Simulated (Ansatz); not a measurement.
# ZrI4 (SMILES [I][Zr]([I])([I])[I]), step by step

We compute a single-point energy (HF/LANL2DZ), then a single-point energy (CASCI(6,6)/LANL2DZ), then the energy (CCSD(T)/LANL2DZ) of ZrI4. 

The results are computed with Ansatz 0.2.0.

4 further runs of the same task are left out: 4 for a known fault of the program.

### 1 The system as given

The species is ZrI4 (5 atoms), meant as a singlet with charge 0. SMILES: `[I][Zr]([I])([I])[I]`. The shape is that of a PBE0-D4/def2-TZVP optimisation.

Bond lengths: I1–Zr2 2.674 Å, Zr2–I3 2.674 Å, Zr2–I4 2.674 Å, Zr2–I5 2.674 Å. Angles: I1–Zr2–I3 109.5°, I1–Zr2–I4 109.5°, I1–Zr2–I5 109.5°, I3–Zr2–I4 109.5°, I3–Zr2–I5 109.5°, I4–Zr2–I5 109.5°.

### 2 A single-point energy at HF/LANL2DZ (core potential) (run 1)

Input file input.yaml:

```yaml
basis:
  gaussian:
    orbitals: LANL2DZ.json
crystal:
  periodic: [false, false, false]
  atoms:
    - {symbol: I, position_ang: [-1.495500, -0.595100, 2.124100]}
    - {symbol: Zr, position_ang: [0.010000, -0.014700, -0.008300]}
    - {symbol: I, position_ang: [2.326400, -1.341300, 0.148200]}
    - {symbol: I, position_ang: [-1.282200, -0.737300, -2.235100]}
    - {symbol: I, position_ang: [0.491200, 2.614900, -0.070500]}
hamiltonian:
  xc: hf
output: {orbitals: {seedname: orbitals}}
```

The basis set LANL2DZ is read from a file made from the Basis Set Exchange's data (not shown).

The run is started by

```bash
ansatz run input.yaml --threads 1 --pin off --max-ram 2610MiB --events-out events.jsonl --progress --plain --runs-dir runs
```

The program printed:

```text
Warning: RAYON_NUM_THREADS=1 ignored (pool sized by the plan → 1); use --threads N
Functional definition: HF
  name "HF"
  exchange = exact_x
  correlation = 0
781 factors; integrals over basis functions are off by at most 1.6e-4 eV
mean field evaluation 1: about -2470.1403 eV, gradient 2.6e1 eV
mean field evaluation 2: about -2470.1566 eV, gradient 2.6e1 eV
mean field evaluation 4: about -2474.0230 eV, gradient 3.0e0 eV
mean field evaluation 8: about -2474.0676 eV, gradient 8.8e-4 eV
mean field -2474.06762853 eV, -90.9203083652 hartree, gradient 2.1e-5 eV, S^2 0.000000; 0 other end points of the search recorded, 0 dependent functions left out
reference -2474.06762853 eV, -90.9203083652 hartree; 20, 20 occupied and 34, 34 virtual orbitals, 781 factors
Total energy: -2474.06762853 eV, -90.9203083652 hartree
```

Run time: 0.84 s. Hardware: 1 thread of Arm Neoverse N1, shared host; peak memory 0.094 GiB.

### 3 A single-point energy at CASCI(6,6)/LANL2DZ (core potential) (run 2)

Changes to input.yaml since step 2:

```diff
@@ -1,4 +1 @@
-basis:
-  gaussian:
-    orbitals: LANL2DZ.json
 crystal:
@@ -11,4 +8,9 @@
     - {symbol: I, position_ang: [0.491200, 2.614900, -0.070500]}
-hamiltonian:
-  xc: hf
-output: {orbitals: {seedname: orbitals}}
+basis:
+  gaussian:
+    orbitals: LANL2DZ.json
+magnetization:
+  spin_polarized: false
+  initial_magnetization: 0
+correlation:
+  active_space: {window: {electrons: 6, orbitals: 6}, shells: [{species: Zr, l: d, shell: 4}, {species: Zr, l: s, shell: 5}], fixed_orbitals: true}
```

The basis set LANL2DZ is read from a file made from the Basis Set Exchange's data (not shown).

The run is started by

```bash
ansatz run input.yaml --threads 1 --pin off --max-ram 2610MiB --events-out events.jsonl --progress --plain --runs-dir runs
```

The program printed:

```text
Warning: RAYON_NUM_THREADS=1 ignored (pool sized by the plan → 1); use --threads N
[... 4 set-up lines as earlier in the session ...]
781 factors; integrals over basis functions are off by at most 1.6e-4 eV
mean field evaluation 1: about -2470.1403 eV, gradient 2.6e1 eV
mean field evaluation 2: about -2470.1566 eV, gradient 2.6e1 eV
mean field evaluation 4: about -2474.0230 eV, gradient 3.0e0 eV
mean field evaluation 8: about -2474.0676 eV, gradient 8.8e-4 eV
mean field -2474.06762853 eV, -90.9203083652 hartree, gradient 3.8e-6 eV, S^2 0.000000; 0 other end points of the search recorded, 0 dependent functions left out
reference -2474.06762853 eV, -90.9203083652 hartree; 20, 20 occupied and 34, 34 virtual orbitals, 781 factors
state -2474.08050960 eV, -90.9207817356 hartree
Total energy: -2474.08050960 eV, -90.9207817356 hartree
```

Run time: 0.84 s. Hardware: 1 thread of Arm Neoverse N1, shared host; peak memory 0.097 GiB.

### 4 The energy at CCSD(T)/LANL2DZ (core potential) (run 11)

Input file job.yaml:

```yaml
crystal:
  periodic: [false, false, false]
  atoms:
    - {symbol: I, position_ang: [-1.495500, -0.595100, 2.124100]}
    - {symbol: Zr, position_ang: [0.010000, -0.014700, -0.008300]}
    - {symbol: I, position_ang: [2.326400, -1.341300, 0.148200]}
    - {symbol: I, position_ang: [-1.282200, -0.737300, -2.235100]}
    - {symbol: I, position_ang: [0.491200, 2.614900, -0.070500]}
basis:
  gaussian: {orbitals: LANL2DZ.json}
correlation: {method: ccsd_t}
total_charge: 0
```

The basis set LANL2DZ is read from a file made from the Basis Set Exchange's data (not shown).

The run is started by

```bash
ansatz run job.yaml --threads 1 --pin off --max-ram 2610MiB --events-out events.jsonl --progress --plain --runs-dir runs
```

The program printed (excerpt; [...] marks lines left out):

```text
Warning: RAYON_NUM_THREADS=1 ignored (pool sized by the plan → 1); use --threads N
[... 2 set-up lines as earlier in the session ...]
[...]
781 factors; integrals over basis functions are off by at most 1.6e-4 eV
[...]
mean field -2474.06762853 eV, -90.9203083652 hartree, gradient 3.8e-6 eV, S^2 0.000000; 0 other end points of the search recorded, 0 dependent functions left out
reference -2474.06762853 eV, -90.9203083652 hartree; 20, 20 occupied and 34, 34 virtual orbitals, 781 factors
second order -7.18459336 eV of doubles, -0.00000000 eV of singles
cycle   1  -6.62828631 eV  change    5.6e-1 eV  update   2.3e-1
[...]
cycle   9  -7.20513473 eV  change   -4.1e-5 eV  update   2.3e-5
perturbative correction -0.57586081 eV, -0.0211624944 hartree
Total energy: -2481.84862407 eV, -91.2062546771 hartree
```

It took 5.7 s on 1 thread of Arm Neoverse N1, shared host; peak memory 0.17 GiB.

### 5 Results

| quantity | value |
| --- | --- |
| run 1, HF/LANL2DZ: total energy | -90.92031 Eh |
| run 1, HF/LANL2DZ: HOMO energy | -10.43 eV |
| run 1, HF/LANL2DZ: LUMO energy | -0.76 eV |
| run 1, HF/LANL2DZ: HOMO–LUMO gap | 9.67 eV |
| run 2, CASCI(6,6)/LANL2DZ: total energy | -90.92078 Eh |
| run 11, CCSD(T)/LANL2DZ: total energy | -91.20625 Eh |
| run 11, CCSD(T)/LANL2DZ: correlation energy | -285.9 mEh |
| run 11, CCSD(T)/LANL2DZ: (T) correction | -21.16 mEh |
| run 11, CCSD(T)/LANL2DZ: T1 diagnostic | 0.020 |

The triples (run 11, CCSD(T)/LANL2DZ) make up 7.4 % of the correlation energy.
